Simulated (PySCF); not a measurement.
# SbI (triplet) with other numerical set-ups

The method stays; parts of the set-up, such as the basis or the Hamiltonian, are changed.

The runs use PySCF 2.14.0; method and basis as typed in the scripts.

7 further runs of the same task are left out: 3 for a known fault of the program, 4 that didn't finish.

**1. The system as given**

SbI (triplet): 2 atoms, charge 0, spin multiplicity 3.

Bond lengths: Sb1–I2 2.675 Å.

**2. The run that the others are compared with**

Input file input.py:

```python
from pyscf import gto, scf, mp

mol = gto.M(
    atom='Sb 0 0 0; I 0 0 2.675',
    basis='lanl2dz',
    ecp={'Sb': 'lanl2dz', 'I': 'lanl2dz'},
    charge=0,
    spin=2,
    verbose=4,
)
mf = scf.UHF(mol)
mf.kernel()
mp.MP2(mf).kernel()
mf.dip_moment()
print('orbital energies (hartree):', [e[max(0, n-3):n+3].round(4) for e, n in zip(mf.mo_energy, mol.nelec)])
```

Started as:

```
$ OMP_NUM_THREADS=1 python input.py
```

**3. Density fitting weigend**

Variant 1 changes density fitting: none → weigend.

input.py, as its differences from that of step 2:

```diff
@@ -11,2 +11,3 @@
 mf = scf.UHF(mol)
+mf = mf.density_fit(auxbasis='weigend')
 mf.kernel()
```

**4. Density fitting auto**

Variant 2 changes density fitting: none → auto.

input.py, as its differences from that of step 2:

```diff
@@ -11,2 +11,3 @@
 mf = scf.UHF(mol)
+mf = mf.density_fit()
 mf.kernel()
```

What does the calculation give? Wanted: for each run, E(SCF); from base; gap, α spin; SCF dipole; after the SCF.

As calculated:

```csv
run,E(SCF) (hartree),from base (eV),cycles,"gap, α spin (eV)",SCF dipole (D),functions,after the SCF
base,-16.427424,0,10,9.40,2.86,16,MP2 correlation -0.877 eV
density fitting weigend (poor choice),-16.424270,not comparable,10,9.40,2.87,16,MP2 correlation -0.880 eV
density fitting auto,-16.427992,-0.0155,10,9.47,2.85,16,MP2 correlation -0.846 eV
```

Rows marked «poor choice» come from settings spoiled on purpose.
